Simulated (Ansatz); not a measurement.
# CH7AlClFSi2: the cost of one run

Program: Ansatz 0.2.0. Level of theory: RHF/STO-3G. These are calculated values, not measurements.

**1. The system as given**

Bond lengths: C1–Si2 1.861 Å, Si2–F3 1.654 Å, Si2–Al4 2.351 Å, Si2–Si5 2.227 Å, Si5–Cl6 2.093 Å, C1–H7 1.119 Å, C1–H8 1.046 Å, C1–H9 1.152 Å, Al4–H10 1.533 Å, Al4–H11 1.657 Å, Si5–H12 1.468 Å, Si5–H13 1.481 Å. Angles (14 of 21 angles, heavy atoms first): C1–Si2–F3 107.8°, C1–Si2–Al4 111.1°, C1–Si2–Si5 111.5°, F3–Si2–Al4 107.8°, F3–Si2–Si5 109.6°, Al4–Si2–Si5 108.9°, Si2–Si5–Cl6 110.0°, Si2–C1–H7 108.5°, Si2–C1–H8 110.5°, Si2–C1–H9 107.8°, Si2–Al4–H10 122.1°, Si2–Al4–H11 116.6°, Si2–Si5–H12 110.2°, Si2–Si5–H13 110.6°.

As a file:

```xyz
13

C    -0.5927   -1.1396    1.3387
Si    0.5615   -0.2270    0.1994
F     2.1039   -0.4586    0.7499
Al    0.4414   -1.0806   -1.9877
Si    0.1055    1.9520    0.1494
Cl   -1.8574    2.2560   -0.5116
H    -0.5254   -0.6797    2.3566
H    -0.3756   -2.1633    1.3367
H    -1.6701   -0.9212    0.9957
H     1.2823   -0.5076   -3.1342
H    -0.7010   -2.2477   -2.2659
H     1.0591    2.6496   -0.7213
H     0.1888    2.5329    1.5093
```

**2. End point A**

File input.yaml:

```yaml
crystal:
  periodic: [false, false, false]
  atoms:
    - { symbol: C, position_ang: [-0.5927, -1.1396, 1.3387] }
    - { symbol: Si, position_ang: [0.5615, -0.227, 0.1994] }
    - { symbol: F, position_ang: [2.1039, -0.4586, 0.7499] }
    - { symbol: Al, position_ang: [0.4414, -1.0806, -1.9877] }
    - { symbol: Si, position_ang: [0.1055, 1.952, 0.1494] }
    - { symbol: Cl, position_ang: [-1.8574, 2.256, -0.5116] }
    - { symbol: H, position_ang: [-0.5254, -0.6797, 2.3566] }
    - { symbol: H, position_ang: [-0.3756, -2.1633, 1.3367] }
    - { symbol: H, position_ang: [-1.6701, -0.9212, 0.9957] }
    - { symbol: H, position_ang: [1.2823, -0.5076, -3.1342] }
    - { symbol: H, position_ang: [-0.701, -2.2477, -2.2659] }
    - { symbol: H, position_ang: [1.0591, 2.6496, -0.7213] }
    - { symbol: H, position_ang: [0.1888, 2.5329, 1.5093] }
basis:
  gaussian: { orbitals: STO-3G }
hamiltonian:
  xc: hf
relax:
  f_tol: 0.015
  max_steps: 40
```

Launch:

```bash
ansatz run input.yaml --threads 1 --pin off --max-ram 2048MiB --backend cpu --events-out ev --progress --plain --runs-dir out
```

Q: Estimate wall time and peak memory on 1 thread of an x86-64 CPU, shared host.

About 3.4 min, with a peak of 0.17 GiB.
